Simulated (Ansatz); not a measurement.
I need a search for lower mean-field states of GeS. Use Ansatz 0.2.0, Python API. Use (for the species named): Hartree-Fock, def2-SVP basis, multiplicity 1.

`ges.xyz`
```text
2

Ge    0.00000    0.00000    0.00000
S     0.00000    0.00000    2.14500
```

Script `ges_states.py`:
```python
# -*- coding: utf-8 -*-
'''Restricted and unrestricted solutions of GeS, stretched and not.'''

import ansatz as az
import numpy as np

system = az.Crystal.molecule_from_extxyz('ges.xyz')
symbols = [site.symbol for site in system.cartesian_sites]

start = np.array([site.position_ang for site in system.cartesian_sites])
for factor in [1.0, 1.3]:
    xyz = (start - start.mean(axis=0)) * factor
    scaled = az.Crystal.molecule()
    for symbol, place in zip(symbols, xyz):
        scaled = scaled.atom(symbol, place.tolist())
    job = scaled.calculation()
    job = job.basis(gaussian='def2-SVP')
    job = job.functional('HF')
    job = job.accuracy('medium')
    job = job.spin('collinear')
    for search in ('off', 'standard'):
        try:
            summary = job.scf(lower_state_search=search).run(threads=1, backend='cpu').report
        except az.AnsatzError as error:
            print(f'x{factor} search {search}: {type(error).__name__}')
            continue
        state = summary['mean_field']['state']
        print(f'all distances x{factor}, search {search:8s} E = {summary["free_energy_ev"]:.5f} eV  <S^2> = {abs(state["spin_squared"]):.3f}  other states met: {len(summary["mean_field"]["others"])}')
```

```console
$ python ges_states.py
all distances x1.0, search off      E = -67280.97627 eV  <S^2> = 0.000  other states met: 0
all distances x1.0, search standard E = -67280.97627 eV  <S^2> = 0.000  other states met: 0
all distances x1.3, search off      E = -67277.31551 eV  <S^2> = 0.000  other states met: 0
all distances x1.3, search standard E = -67278.98384 eV  <S^2> = 1.155  other states met: 11
```

What to keep in mind:
- These settings explore the input space; basis and method may be short of convergence.
- The count of other states can hold repeated and symmetry-equivalent ends of the search; scaling all distances is a test, and for more than two atoms no physical path.
- The expectation value of S² is noticeably off S(S+1) in at least one run, so that state is spin-contaminated.
- The spin state was assumed, and another may lie lower.
- Finished in 7 s on 1 thread of Arm Neoverse V1, with other jobs on the host, peak memory 0.19 GiB.
